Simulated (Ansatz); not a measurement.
# AlFH6O2Si2: the cost of one run

Program: Ansatz 0.2.0. Level of theory: RKS LDA/STO-3G. These are calculated values, not measurements.

## (1) Starting point

Bond lengths: Al1–O2 1.780 Å, O2–Si3 1.680 Å, Si3–H4 1.460 Å, Si3–H5 1.460 Å, Si3–H6 1.460 Å, Al1–F7 1.690 Å, Al1–O8 1.780 Å, O8–Si9 1.680 Å, Si9–H10 1.460 Å, Si9–H11 1.460 Å, Si9–H12 1.460 Å. Angles (14 of 17 angles, heavy atoms first): Al1–O2–Si3 125.0°, O2–Al1–F7 120.0°, O2–Al1–O8 120.0°, F7–Al1–O8 120.0°, Al1–O8–Si9 125.0°, O2–Si3–H4 109.5°, O2–Si3–H5 109.5°, O2–Si3–H6 109.5°, O8–Si9–H10 109.5°, O8–Si9–H11 109.5°, O8–Si9–H12 109.5°, H4–Si3–H5 109.4°, H4–Si3–H6 109.4°, H5–Si3–H6 109.4°.

Structure file:

```xyz
12

Al    0.0000    0.0000    0.0000
O     0.0000    0.0000    1.7800
Si   -1.3147   -0.4067    2.7436
H    -2.2390   -1.2403    1.9804
H    -0.8506   -1.1432    3.9157
H    -1.9987    0.8095    3.1733
F     1.4635    0.0000   -0.8450
O    -1.5415    0.0000   -0.8900
Si   -2.6907   -1.2238   -0.8267
H    -2.2881   -2.2198    0.1620
H    -3.9833   -0.6595   -0.4496
H    -2.8007   -1.8572   -2.1376
```

## (2) Relaxing the start

input.yaml

```yaml
crystal:
  periodic: [false, false, false]
  atoms:
    - { symbol: Al, position_ang: [0.0, 0.0, 0.0] }
    - { symbol: O, position_ang: [0.0, 0.0, 1.78] }
    - { symbol: Si, position_ang: [-1.3147, -0.4067, 2.7436] }
    - { symbol: H, position_ang: [-2.239, -1.2403, 1.9804] }
    - { symbol: H, position_ang: [-0.8506, -1.1432, 3.9157] }
    - { symbol: H, position_ang: [-1.9987, 0.8095, 3.1733] }
    - { symbol: F, position_ang: [1.4635, 0.0, -0.845] }
    - { symbol: O, position_ang: [-1.5415, 0.0, -0.89] }
    - { symbol: Si, position_ang: [-2.6907, -1.2238, -0.8267] }
    - { symbol: H, position_ang: [-2.2881, -2.2198, 0.162] }
    - { symbol: H, position_ang: [-3.9833, -0.6595, -0.4496] }
    - { symbol: H, position_ang: [-2.8007, -1.8572, -2.1376] }
basis:
  gaussian: { orbitals: STO-3G }
hamiltonian:
  xc: lda
relax:
  f_tol: 0.02
  max_steps: 40
```

Started as:

```sh
ansatz run input.yaml --threads 1 --pin off --max-ram 2048MiB --backend cpu --events-out ev --progress --plain --runs-dir out
```

What time and memory should one allow on 1 thread of Arm Neoverse V1, shared host?

About 68 s, with a peak of 0.15 GiB.
